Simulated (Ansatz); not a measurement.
# H₂Br (doublet): from Hartree-Fock to the top rungs at distance Br1–H2 along a hydrogen transfer = 1.512 Å, cc-pVDZ

How much of the correlation energy of H₂Br (doublet) does each wave-function method recover here?

Method: cc-pVDZ, core rule «outside noble gas», up to 14 orbitals frozen; program: Ansatz 0.2.0, Gaussian basis.

The runs, in order: UHF; CCSD(T) on ROHF; CCSD(T) on UHF; BCCD(T) on ROHF; CISD; CCSDT(Q) on ROHF; CCSDT(Q) on UHF; CISDTQ; CCSDTQ on ROHF; CCSDTQ on UHF; CASSCF and MRCISD+Q, 3 electrons in 3 orbitals; CASSCF and NEVPT2, 3 electrons in 3 orbitals; CASSCF and MRCISD+Q, 9 electrons in 6 orbitals; CASSCF and NEVPT2, 9 electrons in 6 orbitals; Full CI.

**1. The system**

The geometry derives from fragments relaxed apart (PBE0/def2-TZVP) and kept rigid, so it is no stationary point. A hydrogen atom is moved between rigid fragments. No spin-orbit coupling is included. The filled d shell of Br may be among the frozen orbitals whatever the setting's name suggests; the logs give the count.

3 atoms, charge 0, spin multiplicity 2.

Atoms are counted from 1 here; the program's logs count them from 0.

Bond lengths: Br1–H2 1.512 Å.

**2. UHF**

Input file in.yaml:

```yaml
crystal:
  periodic: [false, false, false]
  atoms:
    - {symbol: Br, position_ang: [0.000000, 0.000000, -1.438333]}
    - {symbol: H, position_ang: [0.000000, 0.000000, 0.073667]}
    - {symbol: H, position_ang: [0.000000, 0.000000, 1.364667]}
basis:
  gaussian: {orbitals: cc-pVDZ}
magnetization: {spin_polarized: true, initial_magnetization: 1}
hamiltonian: {xc: hf}
output: {orbitals: {seedname: orbitals}}
```

On the command line:

```console
> ansatz run in.yaml --threads 1 --pin off --events-out ev --progress --plain --max-ram 4096MiB --backend cpu
```

Further steps of the session: CCSD(T) on ROHF; CCSD(T) on UHF; BCCD(T) on ROHF; CISD; CCSDT(Q) on ROHF; CCSDT(Q) on UHF; CISDTQ; CCSDTQ on ROHF; CCSDTQ on UHF; CASSCF and MRCISD+Q, 3 electrons in 3 orbitals; CASSCF and NEVPT2, 3 electrons in 3 orbitals; CASSCF and MRCISD+Q, 9 electrons in 6 orbitals; CASSCF and NEVPT2, 9 electrons in 6 orbitals; Full CI.

Before running them: what should the planned runs give, taken together? Wanted: FCI below the RHF energy; RMP2 from FCI; UMP2 from FCI; RCCSD from FCI; RCCSD(T) from FCI; UCCSD(T) from FCI; RCCSDT(Q) from FCI; UCCSDT(Q) from FCI; NEVPT2 pair from FCI.

The runs gave:

| quantity | value |
| --- | --- |
| FCI below the RHF energy | -4.1742 eV |
| RMP2 from FCI | +563.6 meV |
| UMP2 from FCI | +556.8 meV |
| RCCSD from FCI | +83.5 meV |
| RCCSD(T) from FCI | +16.6 meV |
| UCCSD(T) from FCI | +16.0 meV |
| RCCSDT(Q) from FCI | +0.7 meV |
| UCCSDT(Q) from FCI | +0.5 meV |
| NEVPT2 pair from FCI | +471.2 meV |
| NEVPT2 valence from FCI | +781.5 meV |
| MRCISD+Q valence from FCI | +0.2 meV |
| levels within 1 kcal/mol (43 meV) | RCCSD(T), UCCSD(T), BCCD(T), RCCSDT, UCCSDT, CISDTQ, RCCSDT(Q), UCCSDT(Q), RCCSDTQ, UCCSDTQ, MRCISD+Q valence |
| T1 diagnostic | 0.023 |
| effectively unpaired electrons | 1.04 |

In words: RCCSD(T) lands +16.6 meV from the yardstick (0.4 % of the correlation energy). One determinant dominates. Of the multireference levels listed MRCISD+Q valence comes nearest in total energy (+0.2 meV), which doesn't show that its space is the better one. These misses are within one basis, not against nature; the frozen cores of restricted and unrestricted runs differ, which can shift their rows.
